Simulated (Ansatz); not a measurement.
RbBi2, space group Fd-3m, a single point from an input typed as a dict

Program: Ansatz 0.2.0 through its Python package.

Notebook, run cell by cell (the value of a cell's last expression is shown):

**Cell 1**
```python
import ansatz
```

**Cell 2**
```python
settings = {
    "crystal": {
        "lattice": [
            [0.0, 4.801394, 4.801394],
            [4.801394, 0.0, 4.801394],
            [4.801394, 4.801394, 0.0],
        ],
        "atoms": [
            {"symbol": "Rb", "position": [0.5, 0.5, 0.5]},
            {"symbol": "Rb", "position": [0.75, 0.75, 0.75]},
            {"symbol": "Bi", "position": [0.625, 0.125, 0.125]},
            {"symbol": "Bi", "position": [0.125, 0.125, 0.125]},
            {"symbol": "Bi", "position": [0.125, 0.125, 0.625]},
            {"symbol": "Bi", "position": [0.125, 0.625, 0.125]},
        ],
    },
    "kpoints": {"mp_grid": {"grid": [4, 4, 4]}},
    "hamiltonian": {"xc": "lda"},
    "scf": {"occupations": {"method": "cold", "width": 0.05}},
    "basis": {"ecutwfc": "35 Ry"},
    "output": {"forces": True, "stress": True, "eigenvalues": True},
}
```

**Cell 3**
```python
out = ansatz.Session.from_dict(settings).plan(threads=1).execute()
data = out.report
```

**Cell 4**
```python
sorted(key for key in data if key.endswith("_ev"))
```
Output:
```text
['eigenvalues_ev', 'energy_sigma0_ev', 'entropy_ts_ev', 'fermi_energy_ev', 'free_energy_ev',
 'gap_by_band_count_ev', 'harris_foulkes_ev', 'internal_energy_ev', 'lagrangian_above_aufbau_ev',
 'lagrangian_ev', 'lagrangian_sigma0_ev', 'loop_fermi_energy_ev', 'occupations_fermi_energy_ev',
 'residual_norms_ev']
```

**Cell 5**
```python
data["converged"], data["free_energy_ev"]
```
Output:
```text
(True, -54686.96192183361)
```

**Cell 6**
```python
data["n_electrons"]
```
Output:
```text
78.0
```

**Cell 7**
```python
n_atoms = len(data["lattice"]["sites"])
print("F =", round(data["free_energy_ev"], 4), "eV for", n_atoms, "atoms")
print("E(sigma -> 0) =", round(data["energy_sigma0_ev"], 4), "eV, TS =", round(data["entropy_ts_ev"], 5), "eV")
print("closed by", data["closed_by"], "after", data["n_iterations"], "iterations")
```
Output:
```text
F = -54686.9619 eV for 6 atoms
E(sigma -> 0) = -54686.9595 eV, TS = 0.00725 eV
closed by deck_thresholds after 8 iterations
```

**Cell 8**
```python
fermi = data["fermi_energy_ev"]
print("levels less the Fermi level (eV) at the first k-points")
for k, levels in list(zip(data["kpoints_frac"], data["eigenvalues_ev"]))[:4]:
    print("k = ({:.3f}, {:.3f}, {:.3f})".format(*k))
    print("   ", " ".join(f"{e - fermi:.3f}" for e in levels))
```
Output:
```text
levels less the Fermi level (eV) at the first k-points
k = (0.000, 0.000, 0.000)
    -27.110 -27.074 -22.238 -22.171 -22.171 -22.171 -22.163 -22.163 -22.044 -22.044 -22.044 -22.010 -22.010 -22.010 -22.003 -22.003 -22.003 -21.996 -21.996 -21.929 -21.929 -21.929 -11.993 -11.322 -11.322 -11.322 -11.173 -11.173 -11.173 -9.292 -9.292 -9.292 -4.600 -2.603 -2.603 -2.603 -1.720 -1.720 1.464 3.234 3.234 3.234 3.928 3.928 3.928 4.332 4.332
k = (0.000, 0.000, 0.250)
    -27.106 -27.077 -22.220 -22.165 -22.165 -22.161 -22.137 -22.137 -22.047 -22.038 -22.038 -22.034 -22.017 -22.017 -22.008 -22.008 -22.003 -21.998 -21.998 -21.955 -21.955 -21.929 -11.936 -11.340 -11.340 -11.292 -11.158 -11.158 -11.072 -9.784 -9.326 -9.326 -3.958 -2.409 -2.335 -2.335 -1.412 -1.412 1.743 1.743 2.007 2.654 3.153 3.293 4.094 4.094 4.239
k = (0.000, 0.000, -0.500)
    -27.101 -27.083 -22.205 -22.163 -22.163 -22.124 -22.092 -22.069 -22.069 -22.065 -22.065 -22.041 -22.025 -22.025 -22.015 -22.015 -22.003 -21.999 -21.999 -21.983 -21.983 -21.929 -11.898 -11.353 -11.353 -11.171 -11.148 -11.148 -10.888 -10.374 -9.358 -9.358 -3.633 -2.110 -2.110 -1.113 -0.397 -0.397 0.010 0.010 0.097 2.414 3.354 4.025 4.025 4.059 4.732
k = (0.000, 0.250, 0.250)
    -27.105 -27.079 -22.211 -22.169 -22.156 -22.144 -22.144 -22.130 -22.043 -22.039 -22.039 -22.038 -22.020 -22.020 -22.008 -22.008 -22.005 -22.003 -21.997 -21.963 -21.947 -21.947 -11.868 -11.377 -11.377 -11.310 -11.141 -11.141 -11.029 -9.947 -9.321 -9.321 -3.641 -2.858 -1.965 -1.965 -1.538 -1.280 1.813 1.813 1.857 2.052 2.799 3.390 3.938 3.938 4.143
```

**Cell 9**
```python
print("energy terms (eV)")
for term, value in data["components"].items():
    if abs(value) > 1e-9:
        print(f"  {term:26s} {value:16.5f}")
```
Output:
```text
energy terms (eV)
  e_band                           -633.19507
  e_kinetic                        1600.15513
  e_local                         -7843.03675
  e_nonlocal                       2606.62745
  e_hartree                        2545.14510
  e_xc                             -860.62102
  e_vxc                            -852.00654
  e_paw                          -46457.96467
  e_vpaw                          -1235.21887
  e_augmentation_tail                -0.00188
  e_ewald                         -6277.78100
  e_core_change                       0.52298
  e_smearing                         -0.00725
  e_veff_alias                       -0.00000
```

Caveats:
- Absolute energies stand on the zero of these potentials, so only differences at equal settings mean something. A total without «per atom» is that of the cell as typed.
- The energy terms are those on the plane-wave grid, with the one-centre PAW part apart; e_band, e_vxc and e_vpaw aren't summands of the total.
- The computed bands are complete only to about 4.1 eV above the Fermi level.
- The mesh is modest for a metal, so energies can be off by several to tens of meV an atom and pressures by half a GPa or more; differences at equal mesh fare better.
- A gap by band count of zero or less means overlapping bands, a metal.
- This cell is a computed structure, which may not be the phase found in nature.
- Gaps and levels are Kohn-Sham values on a finite set of k-points, without spin-orbit coupling.
- It ran for 5.2 s on 1 thread of Arm Neoverse V2 (shared host), peak memory 0.5 GiB.

(Lines on the test bed's own set-up are left out of the output.)
